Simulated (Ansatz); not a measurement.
# Al: a line through an energy map

One line of a two-coordinate grid on Al (P6_3/mmc, No. 194; 4 atoms in the cell): volume per atom is varied, at c/a of the conventional cell = 3.556.

Program: Ansatz 0.2.0. Level of theory: DFT PBEsol+D3(BJ), scalar-relativistic, plane waves, PAW. These are calculated values, not measurements.

41 further runs of the same task are left out: 1 that didn't finish, 40 set aside as unsound or not needed. Runs told in other sessions of the task aren't counted.

## 1. The system as given

It takes space group P6_3/mmc (No. 194, hexagonal). The conventional cell has a = 2.801 Å, b = 2.801 Å, c = 9.192 Å, α = 90.00°, β = 90.00°, γ = 120.00°. Al (site symmetry -3m) is surrounded by 12 Al at 2.80 to 2.81 Å. Al (site symmetry -6m2) is surrounded by 12 Al at 2.80 to 2.81 Å.

Structure file:

```
Al
1.0
     2.80078    0.00000    0.00000
    -1.40039    2.42555    0.00000
     0.00000    0.00000    9.19202
Al
4
Direct
  0.00000 0.00000 0.00000
  0.33333 0.66667 0.25000
  0.00000 0.00000 0.50000
  0.66667 0.33333 0.75000
```

It goes back to an entry of the Materials Project, which need not be the stable form.

It is the result of an earlier relaxation at this level (volume 15.61 Å³/atom; gap on the mesh: none (metal)).

## 2. The scan

The energy is mapped over volume and the cell's shape.

The axes are (1) volume per atom: 9 values from 14.362 to 16.860 Å³; (2) c/a of the conventional cell: 9 values from 3.029 to 3.556.

Nothing else is relaxed (symmetry fixes all fractional coordinates). Energies count from the relaxed crystal. Points are written as (first, second).

## 3. Point (14.362 Å³, 3.556)

Contents of input.yaml:

```yaml
crystal:
  lattice:
    - [2.6521510041, 0.0, 0.0]
    - [-1.326075502, 2.2968301443, 0.0]
    - [0.0, 0.0, 9.4307837556]
  atoms:
    - { symbol: Al, position: [0.0, 0.0, 0.0] }
    - { symbol: Al, position: [0.3333333333, 0.6666666667, 0.25] }
    - { symbol: Al, position: [0.0, 0.0, 0.5] }
    - { symbol: Al, position: [0.6666666667, 0.3333333333, 0.75] }
basis:
  ecutwfc: 420
kpoints:
  mp_grid: { grid: [18, 18, 6] }
hamiltonian:
  xc: pbesol
  pseudopotentials: { kind: paw, azcp: { folder: soft_1 } }
  dispersion: d3bj
scf:
  occupations: { method: gaussian, width: 0.15 }
output:
  forces: true
  stress: true
  eigenvalues: true
```

The run is started by

```bash
$ ansatz run input.yaml --threads 2 --pin off --max-ram 4096MiB --backend cpu --events-out ev --progress --plain --runs-dir out
```

Further runs follow: the other points of the line.

What does the calculation give? Wanted: for each run, volume per atom; energy; slope; pressure.

**Answer**, as computed:

| volume per atom (Å³) | step | energy (meV/atom) | slope (meV/atom per Å³) | pressure (GPa) |
| --- | --- | --- | --- | --- |
| 14.362 | 3 | 60.9 | −63 | 10.2 |
| 14.675 | 4 | 43.8 | −47 | 7.5 |
| 14.987 | 5 | 31.6 | −32 | 5.0 |
| 15.299 | 6 | 23.9 | −18 | 2.9 |
| 15.611 | 7 | 20.3 | −6 | 0.9 |
| 15.924 | 8 | 20.2 | 5 | −0.8 |
| 16.236 | 9 | 23.5 | 15 | −2.4 |
| 16.548 | 10 | 29.6 | 24 | −3.9 |
| 16.860 | – | 38.4 | 32 | −5.1 |

Energies count from the relaxed crystal. Rows without a step come from runs not printed here or follow by symmetry. Slopes come from the forces (and the stress, where the cell changes), not from differences of energies.

In words: The lowest point computed on the line is at 15.924 Å³, 20.2 meV/atom from the zero. A fit to energies and slopes at the lowest point and its two neighbours puts the minimum at 15.7691 Å³, with a curvature of about 35 meV/atom per (Å³)². V·d²E/dV² there is about 89 GPa, a bulk modulus under this line's constraint. The highest point computed, at 14.362 Å³, lies 40.7 meV/atom above the lowest. This is one cut through a surface in two coordinates; the map's lowest point lies off it.
